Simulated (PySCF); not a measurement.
# GaH−: a composite coupled-cluster curve

An exercise on one series of results from a longer session: the logs are not shown, and one member is left open.

Method: CCSD(T) on ROHF, scalar-relativistic core potentials; program: PySCF 2.14.0.

3 further runs of the same task are left out: 3 set aside as unsound or not needed.

Set-up of the first run:

* molecule: GaH−
* state: doublet, unpaired electrons π ↑
* smaller basis: Ga aug-cc-pwCVDZ-PP with ECP10, H aug-cc-pVDZ
* larger basis: Ga aug-cc-pwCVTZ-PP with ECP10, H aug-cc-pVTZ
* frozen core orbitals: 4
* extrapolation: correlation as n⁻³ (n = 2, 3), Hartree–Fock as (n+1)·exp(−9√n)
* corrections: none
* distances (Å): 1.5237, 1.5930, 1.6623, 1.7315, 1.8008, 1.8874, 1.9739
* masses (u): 68.9256, 1.0078
* dissociation limit: Ga + H−

Launch:

```console
$ OMP_NUM_THREADS=4 python comp.py task.json out
```

Steps of the session up to this table: Coupled cluster at each distance.

One of the session's tables, all rows but one given; the rest of the session is left out.

It belongs to the step «Constants step by step». 

```
                 level  Re (Å)  ωe (cm⁻¹)  ωexe (cm⁻¹)  αe (cm⁻¹)  De (eV)
CCSD(T), smaller basis  1.7029     1381.6         38.7      0.254    2.190
 CCSD(T), larger basis  1.6963     1403.7         35.9      0.242    2.297
                HF/CBS  1.6957     1480.3         38.0      0.226    2.173
               MP2/CBS  1.6809     1443.8         34.4      0.237    2.369
              CCSD/CBS       ?          ?            ?          ?        ?
           CCSD(T)/CBS  1.6948     1410.2         34.9      0.238    2.337
```

Q: Estimate the row for CCSD/CBS from the others.

As computed: Re (Å): 1.6925; ωe (cm⁻¹): 1425.4; ωexe (cm⁻¹): 35.3; αe (cm⁻¹): 0.235; De (eV): 2.278. In the column «Re (Å)» it lies between MP2/CBS (1.6809) and CCSD(T)/CBS (1.6948).

An extrapolation from double and triple zeta is rough, so this isn't yet the limit.
